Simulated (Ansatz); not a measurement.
# F3HOTi (built from SMILES [OH][Ti]([F])([F])[F]): Born-Oppenheimer dynamics

Aim: follow the atoms for 60 steps of 0.5 fs at constant energy, with velocities drawn for 700 K, and see to which side of the barrier the system falls.

Program: Ansatz 0.2.0, Gaussian basis. Level of theory: PBE0-D4/def2-SVP. These are calculated values, not measurements.

1 further run of the same task is left out (it didn't finish).

### Step 1. Starting geometry

The start, a first-order saddle point found at PBE0-D4 in triple zeta: 6 atoms, charge 0, spin multiplicity 1.

Atoms are counted from 1 here; the program's logs count them from 0.

Bond lengths: Ti1–F2 2.073 Å, Ti1–O3 1.645 Å, Ti1–H4 1.971 Å, Ti1–F5 1.767 Å, Ti1–F6 1.767 Å, F2–H4 1.037 Å. Angles: F2–Ti1–O3 76.5°, F2–Ti1–H4 29.6°, F2–Ti1–F5 115.3°, F2–Ti1–F6 115.2°, O3–Ti1–H4 46.9°, O3–Ti1–F5 113.4°, O3–Ti1–F6 113.4°, H4–Ti1–F5 121.5°, H4–Ti1–F6 121.4°, F5–Ti1–F6 116.6°, Ti1–F2–H4 69.8°, Ti1–H4–F2 80.6°.

As a file:

```mol
F3HOTi
  3D, bonds by distance, orders not assigned

  6  6  0  0  0  0  0  0  0  0999 V2000
   -0.0801    0.4627    0.1953 Ti  0  0
   -0.7272   -1.4613   -0.2233 F   0  0
    1.2103   -0.2192   -0.5639 O   0  0
    0.2426   -1.3271   -0.5655 H   0  0
   -0.8555    1.7410   -0.7475 F   0  0
    0.2100    0.8039    1.9049 F   0  0
  1  2  8  0
  1  3  8  0
  1  4  8  0
  1  5  8  0
  1  6  8  0
  2  4  8  0
M  END
```

### Step 2. The run

Contents of md/in.yaml:

```yaml
crystal:
  periodic: [false, false, false]
  atoms:
    - {symbol: Ti, position_ang: [-0.080085, 0.462737, 0.195265]}
    - {symbol: F, position_ang: [-0.727233, -1.461339, -0.223267]}
    - {symbol: O, position_ang: [1.210271, -0.219162, -0.563934]}
    - {symbol: H, position_ang: [0.242563, -1.327110, -0.565527]}
    - {symbol: F, position_ang: [-0.855456, 1.740951, -0.747525]}
    - {symbol: F, position_ang: [0.210039, 0.803923, 1.904888]}
basis:
  gaussian: {orbitals: def2-SVP}
hamiltonian: {xc: pbe0, dispersion: d4}
md: {n_steps: 60, timestep: 0.5, temperature: 700, ensemble: nve, seed: 51, initial_velocities: maxwell_boltzmann}
```

The run is started by

```sh
$ ansatz run in.yaml --threads 4 --pin off --events-out ev --progress --plain --max-ram 9574MiB
```

Q: Predict the outcome of this session. Wanted: temperature at the start; mean temperature, second half; lowest and highest potential energy, from the first frame; largest change of potential + kinetic; bonds lost by distance; bonds made by distance.

The runs gave:

| quantity | value |
| --- | --- |
| length | 60 steps, 30.0 fs |
| temperature at the start | 700 K |
| mean temperature, second half | 2566 K |
| lowest and highest potential energy, from the first frame | -1331 and 61 meV |
| largest change of potential + kinetic | 2.6 meV |
| bonds lost by distance | Ti1–H4, F2–H4 |
| bonds made by distance | O3–H4 |

In words: By the last frame it has moved back towards the start side of the step. The system runs downhill by 1.33 eV, and that energy turns into motion. With no thermostat the total energy should stay fixed; it holds within 2.6 meV, small beside the kinetic energy, so the time step serves. The instant temperature ranges from 582 to 3269 K, as energy passes between motion and strain.
